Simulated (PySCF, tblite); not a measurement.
**C4H11PSi: geometry, infrared bands and NMR shifts**

Wanted: the infrared bands and NMR shifts of C4H11PSi (`C=CCP(C)[SiH3]`), by calculation.

The runs use tblite 0.8.0 and PySCF 2.14.0, with density-fitted response routines of our own; the level of theory stands in each step. All values are computed, except where a source is named. Atoms count from 0, in the outputs and in this text.

## Step 1: The molecule as given

17 atoms, charge 0, multiplicity 1; geometry from: force field or distance geometry start.

Bonds of the start (Å): C0–C1 1.35, C1–C2 1.49, C2–P3 1.85, P3–C4 1.87, P3–Si5 2.18, C0–H6 1.10, C0–H7 1.08, C1–H8 1.11, C2–H9 1.12, C2–H10 1.09, C4–H11 1.13, C4–H12 1.12, C4–H13 1.10, Si5–H14 1.49, Si5–H15 1.47, Si5–H16 1.50.

## Step 2: Geometry optimisation with GFN2-xTB

Job settings and geometry (Å):

```
{"job": {"kind": "relax", "xc": "GFN2-xTB", "basis": "xTB"}, "charge": 0, "multiplicity": 1}
C      2.802400    -0.042400    -0.070600
C      1.842300    -0.456600     0.786500
C      0.552900    -1.019800     0.307900
P     -0.902400    -0.041900     0.886200
C     -2.447300    -0.990000     0.432600
Si    -0.777800     1.941400    -0.017700
H      2.519700    -0.138900    -1.131200
H      3.744400     0.367800     0.263700
H      2.023500    -0.406900     1.883300
H      0.604100    -0.919600    -0.806400
H      0.455800    -2.073700     0.580100
H     -2.321200    -1.493100    -0.567800
H     -2.552300    -1.758000     1.241500
H     -3.336100    -0.340400     0.434500
H     -1.822900     2.886600     0.474500
H     -0.919100     1.923500    -1.477500
H      0.526800     2.574200     0.368400
```

Launch:

```sh
OMP_NUM_THREADS=1 python probes_run.py task.json out
```

The driver reads the jobs from task.json and runs them one after another.

**Question.** This job is followed by: GFN2-xTB harmonic vibrations, gas phase; GIAO PBE0/pcSseg-1 NMR shielding, non-relativistic, gas phase. Predict these results of the whole session: strongest single infrared mode (GFN2-xTB); zero-point energy (GFN2-xTB); ¹³C shifts against TMS (PBE0/pcSseg-1); ¹H shifts against TMS (PBE0/pcSseg-1, means over atoms taken as alike); ³¹P shifts against H3PO4 (PBE0/pcSseg-1); ²⁹Si shifts against TMS (PBE0/pcSseg-1).

**Answer**, as computed:

| quantity | value |
| --- | --- |
| strongest single infrared mode (GFN2-xTB) | 750 cm⁻¹, 535 km/mol |
| zero-point energy (GFN2-xTB) | 81.9 kcal/mol |
| ¹³C shifts against TMS (PBE0/pcSseg-1) | 143.6, 122.6, 40.7, 10.8 ppm |
| ¹H shifts against TMS (PBE0/pcSseg-1, means over atoms taken as alike) | 6.18, 5.38, 5.30, 3.78, 2.52, 1.20 ppm |
| ³¹P shifts against H3PO4 (PBE0/pcSseg-1) | -141.4 ppm |
| ²⁹Si shifts against TMS (PBE0/pcSseg-1) | -71.4 ppm |

The optimisation took 112 steps and gained 0.655 eV; among the close pairs (by a distance rule), P3–Si5 changed most, from 2.183 to 2.240 Å. All 45 modes are real, so the xTB geometry is a minimum. The strongest single mode, at 750 cm⁻¹, has its largest shares on H16, H14 and H15 (the list is cut at 3 atoms). Unscaled tight-binding wavenumbers are off by several per cent, some by more. Its intensities can rank the bands wrongly. C1 (alkene CH) lies farthest downfield among carbon, at 143.6 ppm; the olefinic region. The most deshielded hydrogen is H8 (hydrogen on an alkene CH), at 6.18 ppm: olefinic region. At PBE0/pcSseg-1: The largest span, 237 ppm, is at C1, where the paramagnetic term is -214 ppm.
